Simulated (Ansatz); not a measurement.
# HfH₆N₃F: small, medium and large basis sets

How large a basis does HfH₆N₃F need? Two functionals are run in growing sets.

Program: Ansatz 0.2.0, Gaussian basis. Level of theory: one geometry, several basis sets. These are calculated values, not measurements.

Levels to be run: PBE0-D4/def2-SVP; ωB97M-V/def2-SVP; PBE0-D4/def2-QZVPP; ωB97M-V/def2-QZVPP; the functionals' def2-TZVPP values are taken from earlier runs.

### Step 1. The geometry

An earlier PBE0-D4 in a triple-zeta def2 set relaxation fixed the geometry. Hf takes the def2 core potential; no spin-orbit term is included.

SMILES `[NH2][Hf]([NH2])([NH2])[F]`, 11 atoms, charge 0, spin multiplicity 1.

Atoms are counted from 1 here; the program's logs count them from 0.

Bond lengths: N1–Hf2 2.037 Å, N1–H6 1.010 Å, N1–H7 1.011 Å, Hf2–N3 2.037 Å, Hf2–N4 2.037 Å, Hf2–F5 1.930 Å, N3–H8 1.010 Å, N3–H9 1.011 Å, N4–H10 1.011 Å, N4–H11 1.010 Å. Angles: Hf2–N1–H6 125.4°, Hf2–N1–H7 125.6°, H6–N1–H7 108.7°, N1–Hf2–N3 107.4°, N1–Hf2–N4 107.4°, N1–Hf2–F5 111.5°, N3–Hf2–N4 107.3°, N3–Hf2–F5 111.5°, N4–Hf2–F5 111.5°, Hf2–N3–H8 125.4°, Hf2–N3–H9 125.6°, H8–N3–H9 108.7°, Hf2–N4–H10 125.6°, Hf2–N4–H11 125.4°, H10–N4–H11 108.7°.

### Step 2. PBE0-D4 in def2-SVP

in.yaml

```yaml
crystal:
  periodic: [false, false, false]
  atoms:
    - {symbol: N, position_ang: [-1.653975, 0.914240, -0.255556]}
    - {symbol: Hf, position_ang: [0.294963, 0.437315, 0.097373]}
    - {symbol: N, position_ang: [0.328974, -0.853139, 1.673440]}
    - {symbol: N, position_ang: [0.977287, -0.576552, -1.532647]}
    - {symbol: F, position_ang: [1.356442, 2.010727, 0.447671]}
    - {symbol: H, position_ang: [-2.452384, 0.463169, 0.166961]}
    - {symbol: H, position_ang: [-1.978045, 1.698624, -0.804575]}
    - {symbol: H, position_ang: [0.495425, -1.847111, 1.612060]}
    - {symbol: H, position_ang: [0.277789, -0.592904, 2.648806]}
    - {symbol: H, position_ang: [1.948495, -0.737522, -1.761843]}
    - {symbol: H, position_ang: [0.405018, -0.916839, -2.291700]}
basis:
  gaussian: {orbitals: def2-SVP}
hamiltonian: {xc: pbe0, dispersion: d4}
output: {orbitals: {seedname: orbitals}}
```

The run is started by

```
$ ansatz run in.yaml --threads 4 --pin off --events-out ev --progress --plain --max-ram 10444MiB
```

After this run come: ωB97M-V in def2-SVP; PBE0-D4 in def2-QZVPP; ωB97M-V in def2-QZVPP.

**Question.** What will the summary of the whole plan be? Wanted: PBE0-D4: double and triple zeta above quadruple; ωB97M-V: double and triple zeta above quadruple.

**Answer**, as computed:

```
                                       quantity           value
PBE0-D4: double and triple zeta above quadruple   9.80, 0.45 eV
ωB97M-V: double and triple zeta above quadruple  10.08, 0.43 eV
```

In words: PBE0-D4 gains 9.34 eV from double to triple zeta, then 0.45 eV more. These are total energies; as a rule much of such shifts cancels in differences, which this series doesn't test. The LUMO of ωB97M-V is positive and keeps falling with the basis (1.38 to 0.54 eV): an unbound level that the basis holds in place.
